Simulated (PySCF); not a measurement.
# H6N3Y (Y(NH2)3): the cost of one run

The runs use PySCF 2.14.0; PBE0, Y def2-SVP with ECP28, N def2-SVP, H def2-SVP; scalar-relativistic core potentials, no spin–orbit coupling.

1 further run of the same task is left out (for a known fault of the program).

### 1 Starting geometry

10 atoms, charge 0, spin multiplicity 1.

Bond lengths: Y1–N2 2.152 Å, Y1–N5 2.151 Å, Y1–N8 2.152 Å, N2–H3 1.020 Å, N2–H4 1.021 Å, N5–H6 1.021 Å, N5–H7 1.020 Å, N8–H9 1.021 Å, N8–H10 1.020 Å. Angles: N2–Y1–N5 119.9°, N2–Y1–N8 120.5°, N5–Y1–N8 119.6°, Y1–N2–H3 127.7°, Y1–N2–H4 127.1°, H3–N2–H4 105.2°, Y1–N5–H6 127.7°, Y1–N5–H7 127.1°, H6–N5–H7 105.3°, Y1–N8–H9 126.6°, Y1–N8–H10 128.2°, H9–N8–H10 105.3°.

Geometry (Å):

```mol
H6N3Y
  3D, bonds by distance, orders not assigned

 10  9  0  0  0  0  0  0  0  0999 V2000
    0.0040   -0.0065   -0.0110 Y   0  0
    2.1460   -0.0059   -0.2219 N   0  0
    2.7723   -0.8113   -0.2314 H   0  0
    2.7538    0.8072   -0.3287 H   0  0
   -1.0737    1.8549   -0.0111 N   0  0
   -2.0800    1.9933    0.0890 H   0  0
   -0.6808    2.7928   -0.0965 H   0  0
   -1.0695   -1.8563    0.2244 N   0  0
   -2.0788   -1.9641    0.3309 H   0  0
   -0.6933   -2.8041    0.2563 H   0  0
  1  2  8  0
  1  5  8  0
  1  8  8  0
  2  3  8  0
  2  4  8  0
  5  6  8  0
  5  7  8  0
  8  9  8  0
  8 10  8  0
M  END
```

Formal oxidation states: Y +3. An earlier session relaxed this geometry at PBE0, Y def2-SVP with ECP28, N def2-SVP, H def2-SVP (singlet, point group C2v).

Its energy there is -205.951564 Eh.

### 2 One electron removed, multiplicity 2

The input, run.py (the lines that set the calculation):

```python
mol = gto.M(atom='''
Y      0.00403    -0.00647    -0.01098
N      2.14600    -0.00593    -0.22188
H      2.77232    -0.81129    -0.23144
H      2.75378     0.80720    -0.32869
N     -1.07367     1.85485    -0.01106
H     -2.08003     1.99330     0.08903
H     -0.68085     2.79281    -0.09655
N     -1.06949    -1.85627     0.22440
H     -2.07878    -1.96406     0.33087
H     -0.69333    -2.80414     0.25628''',
    basis={'Y': 'def2-SVP', 'N': 'def2-SVP', 'H': 'def2-SVP'},
    ecp={'Y': 'def2-SVP'},
    charge=1, spin=1)
mf = dft.UKS(mol, xc='PBE0')
mf.grids.atom_grid = (50, 194)
mf = mf.density_fit()  # fitting sets: Y def2-universal-JKFIT, N def2-universal-JKFIT, H def2-universal-JKFIT
mf.conv_tol = 1e-08; mf.max_cycle = 55
mf.kernel(dm0)  # dm0: the density of the relaxed state
```

Run with:

```sh
$ OMP_NUM_THREADS=2 python run.py
```

**Question.** How long does this run take on 2 threads of Arm Neoverse V1, shared host?

About 3.9 s.
